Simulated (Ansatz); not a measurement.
# Zn2CdSe3: the cost of one run

Method: DFT PBE, scalar-relativistic, plane waves, PAW, in Ansatz 0.2.0.

1 further run of the same task is left out (it didn't finish).

**1. The starting structure**

It takes space group P6/mmm (No. 191, hexagonal). Conventional cell: a = 6.331 Å, b = 6.331 Å, c = 4.129 Å, α = 90.00°, β = 90.00°, γ = 120.00°. Zn (site symmetry -6m2) is surrounded by 6 Se at 2.76 Å. Cd (site symmetry 6/mmm) is surrounded by 6 Zn at 3.65 Å and 12 Se at 3.78 Å and 2 Cd at 4.13 Å. Around Se (site symmetry mmm) lie 4 Zn at 2.76 Å and 4 Cd at 3.78 Å.

As a file:

```xyz
6
Lattice="6.3305 0.0000 0.0000 -3.1653 5.4824 0.0000 0.0000 0.0000 4.1291" Properties=species:S:1:pos:R:3 pbc="T T T"
Zn    3.1653    1.8275    0.0000
Zn    0.0000    3.6549    0.0000
Cd    0.0000    0.0000    0.0000
Se    1.5826    2.7412    2.0645
Se    3.1653    0.0000    2.0645
Se   -1.5826    2.7412    2.0645
```

The cell is invented: species swapped into a database cell of YSi2Ru3 (P6/mmm, No. 191), with Cd on the Y sites, Zn on the Si sites and Se on the Ru sites. Lengths come from tabulated atomic sizes and are only a guess.

**2. The guess as it stands, on a coarse mesh**

Input file input.yaml:

```yaml
crystal:
  lattice:
    - [6.33051893, 0.0, 0.0]
    - [-3.16525947, 5.48239022, 0.0]
    - [0.0, 0.0, 4.12905653]
  atoms:
    - { symbol: Zn, position: [0.66666667, 0.33333333, 0.0] }
    - { symbol: Zn, position: [0.33333333, 0.66666667, 0.0] }
    - { symbol: Cd, position: [0.0, 0.0, 0.0] }
    - { symbol: Se, position: [0.5, 0.5, 0.5] }
    - { symbol: Se, position: [0.5, 0.0, 0.5] }
    - { symbol: Se, position: [0.0, 0.5, 0.5] }
basis:
  ecutwfc: 420
kpoints:
  mp_grid: { grid: [3, 3, 4] }
hamiltonian:
  xc: pbe
scf:
  occupations: { method: gaussian, width: 0.1 }
  lower_state_search: "off"
output:
  forces: true
  stress: true
  eigenvalues: true
```

Run with:

```sh
$ ansatz run input.yaml --threads 1 --pin off --max-ram 2560MiB --backend cpu --events-out ev --progress --plain --runs-dir out
```

What time and memory should one allow on 1 thread of Arm Neoverse V1, shared host?

About 5.4 s, with a peak of 0.43 GiB.
